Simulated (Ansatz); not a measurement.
## Sr₂HfSnO₆, space group Fm-3m: a report of symmetry and cells, step by step

Computed with Ansatz 0.2.0 through its Python package.

At the Python prompt:
```pycon
>>> import ansatz as az
>>> import numpy as np
>>> xtal = (
...     az.Lattice.fcc(8.246977)
...     .space_group(225)
...     .atom("Sr", [0.25, 0.75, 0.75])
...     .atom("Hf", [0.0, 0.0, 0.0])
...     .atom("Sn", [0.5, 0.0, 0.0])
...     .atom("O", [0.249959, 0.0, 0.0])
...     .primitive()
... )
>>> read = xtal.crystallographic_orbits()
>>> print("group", read["space_group"], read["hermann_mauguin"], "conventional content", read["formula"])
group 225 Fm-3m conventional content Sr8Hf4Sn4O24
>>> print("orbits:", [orbit["symbol"] + " " + str(orbit["wyckoff"]) for orbit in read["orbits"]])
orbits: ['Sr 8c', 'Hf 4a', 'Sn 4b', 'O 24e']
>>> for pair in read["least_distances"]:
...     print(f"  shortest {pair['first']}-{pair['second']}: {pair['distance_ang']:.3f} A")
...
  shortest Sr-Sr: 4.123 A
  shortest Sr-Hf: 3.571 A
  shortest Sr-Sn: 3.571 A
  shortest Sr-O: 2.916 A
  shortest Hf-Hf: 5.831 A
  shortest Hf-Sn: 4.123 A
  shortest Hf-O: 2.061 A
  shortest Sn-Sn: 5.831 A
  shortest Sn-O: 2.062 A
  shortest O-O: 2.915 A
>>> print("atoms in the primitive and conventional cells:", len(xtal.primitive().resolved().sites), len(xtal.conventional().resolved().sites))
atoms in the primitive and conventional cells: 10 40
>>> built = xtal.resolved()
>>> vectors = np.array(built.lattice.vectors)
>>> print("cell vectors (A)")
cell vectors (A)
>>> print(vectors.round(4) + 0.0)
[[0.     4.1235 4.1235]
 [4.1235 0.     4.1235]
 [4.1235 4.1235 0.    ]]
>>> for index, site in enumerate(built.sites):
...     print(index, site.symbol, np.round(site.position, 4) + 0.0)
...
0 Sr [0.25 0.25 0.25]
1 Sr [0.75 0.75 0.75]
2 Hf [0. 0. 0.]
3 Sn [0.5 0.5 0.5]
4 O [0.75 0.25 0.25]
5 O [0.25 0.25 0.75]
6 O [0.75 0.75 0.25]
7 O [0.25 0.75 0.25]
8 O [0.75 0.25 0.75]
9 O [0.25 0.75 0.75]
>>> try:
...     print({label: tuple(round(v, 4) for v in k) for label, k in az.high_symmetry_points(vectors.tolist()).items()})
... except Exception as error:
...     print("no labels:", error)
...
{'K': (0.375, 0.375, 0.75), 'L': (0.5, 0.5, 0.5), 'U': (0.625, 0.25, 0.625), 'W': (0.5, 0.25, 0.75), 'X': (0.5, 0.0, 0.5), 'Γ': (0.0, 0.0, 0.0)}
```

The structure comes from a database and needn't be a stable phase.
